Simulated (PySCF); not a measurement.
# SbP⁺: basis, grid and Hamiltonian

The method stays; parts of the set-up, such as the basis or the Hamiltonian, are changed.

The runs use PySCF 2.14.0; method and basis as typed in the scripts.

3 further runs of the same task are left out: 3 that didn't finish.

### 1 Starting geometry

SbP⁺: 2 atoms, charge 1, spin multiplicity 2.

Bond lengths: Sb1–P2 2.909 Å.

### 2 The run that the others are compared with

Input file input.py:

```python
from pyscf import gto, dft

mol = gto.M(
    atom='Sb 0 0 0; P 0 0 2.909',
    basis='lanl2dz',
    ecp={'Sb': 'lanl2dz', 'P': 'lanl2dz'},
    charge=1,
    spin=1,
    verbose=4,
)
mf = dft.UKS(mol, xc='wb97')
mf.kernel()
mf.stability(internal=True, external=True)
mf.dip_moment()
print('orbital energies (hartree):', [e[max(0, n-3):n+3].round(4) for e, n in zip(mf.mo_energy, mol.nelec)])
```

Launch:

```bash
> OMP_NUM_THREADS=1 python input.py
```

The log of this run is left out.

It gives: E(SCF) = -11.419585 Eh, ⟨S²⟩ = 0.750, internal unstable; real -> complex unstable; UHF/UKS -> GHF/GKS unstable.

The bond length is a typed value, not an optimised one. The dipole of an ion depends on the origin. A lower solution of the same kind exists, so this energy is an upper bound.

### 3 Def2-svp

Edit 1 changes basis set: lanl2dz → def2-svp. The core potential changes with it: totals don't compare.

Input file input.py:

```python
from pyscf import gto, dft

mol = gto.M(
    atom='Sb 0 0 0; P 0 0 2.909',
    basis='def2-svp',
    ecp={'Sb': 'def2-svp'},
    charge=1,
    spin=1,
    verbose=4,
)
mf = dft.UKS(mol, xc='wb97')
mf.kernel()
mf.stability(internal=True, external=True)
mf.dip_moment()
print('orbital energies (hartree):', [e[max(0, n-3):n+3].round(4) for e, n in zip(mf.mo_energy, mol.nelec)])
```

Launch:

```bash
> OMP_NUM_THREADS=1 python input.py
```

### 4 Density fitting weigend

Edit 2 changes density fitting: none → weigend.

input.py: that of step 2 with these lines changed.

```diff
@@ -11,2 +11,3 @@
 mf = dft.UKS(mol, xc='wb97')
+mf = mf.density_fit(auxbasis='weigend')
 mf.kernel()
```

### 5 Integration grid (50, 194)

Edit 3 changes integration grid: default → (50, 194).

input.py: that of step 2 with these lines changed.

```diff
@@ -11,2 +11,3 @@
 mf = dft.UKS(mol, xc='wb97')
+mf.grids.atom_grid = (50, 194)
 mf.kernel()
```

Q: Predict the outcome of this session. Wanted: for each run, E(SCF); from base; gap, α spin; after the SCF.

The runs gave:

```csv
run,E(SCF) (hartree),from base (eV),cycles,"gap, α spin (eV)",functions,after the SCF
base,-11.419585,0,20,5.40,16,"unstable: internal, real -> complex, UHF/UKS -> GHF/GKS"
def2-svp,-581.017248,not comparable,16,5.89,44,"unstable: internal, real -> complex, UHF/UKS -> GHF/GKS"
density fitting weigend,-11.419725,not comparable,19,5.40,16,"unstable: internal, real -> complex, UHF/UKS -> GHF/GKS"
"integration grid (50, 194)",-11.419224,+0.0098,17,5.40,16,"unstable: internal, real -> complex, UHF/UKS -> GHF/GKS"
```

The dearest run is “def2-svp”, at 38 s against 7.8 s. Rows marked «poor choice» come from settings spoiled on purpose.
